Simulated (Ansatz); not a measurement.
# LiY3: the cost of one run

Method: DFT PBE, scalar-relativistic, plane waves, PAW, in Ansatz 0.2.0.

## 1. The system as given

The structure is cubic, space group Fm-3m (No. 225). Conventional cell: a = 7.800 Å, b = 7.800 Å, c = 7.800 Å, α = 90.00°, β = 90.00°, γ = 90.00°. Around Li (site symmetry m-3m) lie 8 Y at 3.38 Å. Y (site symmetry -43m) is surrounded by 4 Li at 3.38 Å and 4 Y at 3.38 Å. Around Y (site symmetry m-3m) lie 8 Y at 3.38 Å.

Coordinates:

```
Li Y
1.0
     0.00000    3.89985    3.89985
     3.89985    0.00000    3.89985
     3.89985    3.89985    0.00000
Li Y
1 3
Direct
  0.00000 0.00000 0.00000
  0.25000 0.25000 0.25000
  0.75000 0.75000 0.75000
  0.50000 0.50000 0.50000
```

The structure comes from the Materials Project (structure only).

## 2. A change within the space group

The change: strain xx, yy, zz, yz, xz, xy = -1.4, -1.4, -1.4, +0.0, +0.0, +0.0 %.

input.yaml

```yaml
crystal:
  lattice:
    - [0.0, 3.8459170468, 3.8459170468]
    - [3.8459170468, 0.0, 3.8459170468]
    - [3.8459170468, 3.8459170468, 0.0]
  atoms:
    - { symbol: Li, position: [0.0, 0.0, 0.0] }
    - { symbol: "Y", position: [0.25, 0.25, 0.25] }
    - { symbol: "Y", position: [0.75, 0.75, 0.75] }
    - { symbol: "Y", position: [0.5, 0.5, 0.5] }
basis:
  ecutwfc: 420
kpoints:
  mp_grid: { grid: [10, 10, 10] }
hamiltonian:
  xc: pbe
scf:
  occupations: { method: gaussian, width: 0.1 }
output:
  forces: true
  stress: true
  eigenvalues: true
```

Command:

```console
> ansatz run input.yaml --threads 1 --pin off --max-ram 1331MiB --backend cpu --events-out ev --progress --plain --runs-dir out
```

Q: Estimate wall time and peak memory on 1 thread of an x86-64 CPU, shared host.

About 2.5 s, with a peak of 0.55 GiB.
